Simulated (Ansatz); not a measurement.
# PtSe2 (Sudovikovite): the cost of one run

Computed with Ansatz 0.2.0 through its Python package. The levels of theory stand in the script.

The COD entry's cell or inner coordinates are ideal or old and differ from later refinements, so a difference from it is no clean test against experiment.

**1. Starting point**

It takes space group P-3m1 (No. 164, trigonal). Conventional cell: a = 3.724 Å, b = 3.724 Å, c = 5.062 Å, α = 90.00°, β = 90.00°, γ = 120.00°. Pt (site symmetry -3m) is surrounded by 6 Se at 2.49 Å. Around Se (site symmetry 3m) lie 3 Pt at 2.49 Å.

The script holds or builds the structure itself.

**2. Script**

lattice.py reads:

```python
# -*- coding: utf-8 -*-
import ansatz as az
import numpy as np

def edges_and_angles(cell):
    cell = np.asarray(cell)
    a, b, c = np.linalg.norm(cell, axis=1)
    cosines = cell[1] @ cell[2] / (b * c), cell[0] @ cell[2] / (a * c), cell[0] @ cell[1] / (a * b)
    return (a, b, c, *np.degrees(np.arccos(cosines)))


def main():
    xtal = (
        az.Lattice.of([3.724, 0.0, 0.0], [-1.862, 3.2250786, 0.0], [0.0, 0.0, 5.062])
        .atom("Pt", [0.0, 0.0, 0.0])
        .atom("Se", [1 / 3, 2 / 3, 0.25])
        .atom("Se", [2 / 3, 1 / 3, 0.75])
    )

    base = (
        xtal.calculation()
        .mixing("anderson", beta=0.2)
        .occupations("Fermi-Dirac")
        .basis(20 * az.Ha, xc_grid=2)
        .kpoints(6, 6, 4)
        .relax(cell=True, force_tolerance=0.05)
    )

    levels = [("r2scan", "none"), ("r2scan", "d4"), ("pbe", "d3bj"), ("pbesol", "none")]
    print("level            a       b       c    alpha   beta  gamma  V/atom  steps")
    for name, dispersion in levels:
        seen = []
        run = base.functional(name, dispersion=dispersion).session().plan()
        out = run.execute(on_event=lambda e: seen.append(e) if e["event"] == "relax_step" else None)
        cell = out.lattice.cell_ang
        label = name if dispersion == "none" else f"{name}+{dispersion}"
        print("{:13s} {:7.4f} {:7.4f} {:7.4f} {:6.2f} {:6.2f} {:6.2f}".format(label, *edges_and_angles(cell)), f"{abs(np.linalg.det(cell)) / len(out.lattice.sites):7.3f} {len(seen):5d}")


if __name__ == "__main__":
    main()
```

**3. The run**

Command:

```sh
> python lattice.py
```

Q: Estimate wall time and peak memory on 1 thread of Arm Neoverse V2, shared host.

About 2.2 min, with a peak of 0.5 GiB.
